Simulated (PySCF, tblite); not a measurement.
# C₃H₅BF₂O₂: geometry, infrared bands and NMR shifts

What infrared bands and NMR shifts should C₃H₅BF₂O₂ (`B[C@@H]1O[C@@H]1OC(F)F`) show?

Programs: tblite 0.8.0 and PySCF 2.14.0, with density-fitted response routines of our own. Each step states its level of theory. These are calculated values for one molecule in the gas phase, unless marked as measured. Atoms are numbered from 0 throughout.

### 1 The molecule as given

13 atoms, charge 0, multiplicity 1; geometry from: force field or distance geometry start.

Bonds of the start (Å): B0–C1 1.59, C1–O2 1.43, O2–C3 1.42, C3–O4 1.41, O4–C5 1.41, C5–F6 1.39, C5–F7 1.39, C3–C1 1.49, B0–H8 1.18, B0–H9 1.18, C1–H10 1.11, C3–H11 1.11, C5–H12 1.10.

### 2 Optimising the geometry with GFN2-xTB

The job: settings as JSON, then the geometry in Å.

```
{"job": {"kind": "relax", "xc": "GFN2-xTB", "basis": "xTB"}, "charge": 0, "multiplicity": 1}
B     -2.045300     0.267100     0.993100
C     -1.381400    -0.686900    -0.094800
O     -0.249000    -1.341600     0.485400
C      0.006500    -0.418700    -0.565700
O      0.595400     0.758600    -0.066700
C      1.993200     0.627900    -0.133800
F      2.571600     1.842900     0.201900
F      2.439100    -0.324100     0.775400
H     -3.182200     0.107000     1.286300
H     -1.441100     1.122500     1.534100
H     -1.993200    -1.417100    -0.661800
H      0.344600    -0.903600    -1.502600
H      2.337300     0.366300    -1.147000
```

Launch:

```bash
> OMP_NUM_THREADS=1 python probes_run.py task.json out
```

The driver reads the jobs from task.json and runs them one after another.

**Question.** This job is followed by: GFN2-xTB harmonic vibrations, gas phase; GIAO PBE0/pcSseg-1 NMR shielding, non-relativistic, gas phase. Predict these results of the whole session: strongest single infrared mode (GFN2-xTB); zero-point energy (GFN2-xTB); ¹³C shifts against TMS (PBE0/pcSseg-1); ¹H shifts against TMS (PBE0/pcSseg-1, means over atoms taken as alike); ¹¹B shifts against BF3·OEt2 (PBE0/pcSseg-1); ¹⁷O shifts against H2O (PBE0/pcSseg-1); ¹⁹F shifts against CFCl3 (PBE0/pcSseg-1).

As calculated:

```
                                                              quantity                       value
                             strongest single infrared mode (GFN2-xTB)       1144 cm⁻¹, 297 km/mol
                                          zero-point energy (GFN2-xTB)               52.0 kcal/mol
                                ¹³C shifts against TMS (PBE0/pcSseg-1)       119.3, 83.8, 61.4 ppm
¹H shifts against TMS (PBE0/pcSseg-1, means over atoms taken as alike)  7.74, 6.87, 5.37, 3.12 ppm
                           ¹¹B shifts against BF3·OEt2 (PBE0/pcSseg-1)                    84.7 ppm
                                ¹⁷O shifts against H2O (PBE0/pcSseg-1)             128.5, 65.9 ppm
                              ¹⁹F shifts against CFCl3 (PBE0/pcSseg-1)          -111.0, -117.8 ppm
```

What this shows: The optimisation took 166 steps and gained 0.601 eV; among the close pairs (by a distance rule), O2–C3 changed most, from 1.422 to 1.360 Å. All 33 modes are real, so the xTB geometry is a minimum. The strongest single mode, at 1144 cm⁻¹, is carried by O4, C3, C5, H10. Unscaled tight-binding wavenumbers are off by several per cent, some by more. Its intensities can rank the bands wrongly. At PBE0/pcSseg-1: The widest tensor belongs to O2: span 217 ppm, with a paramagnetic part of -128 ppm.
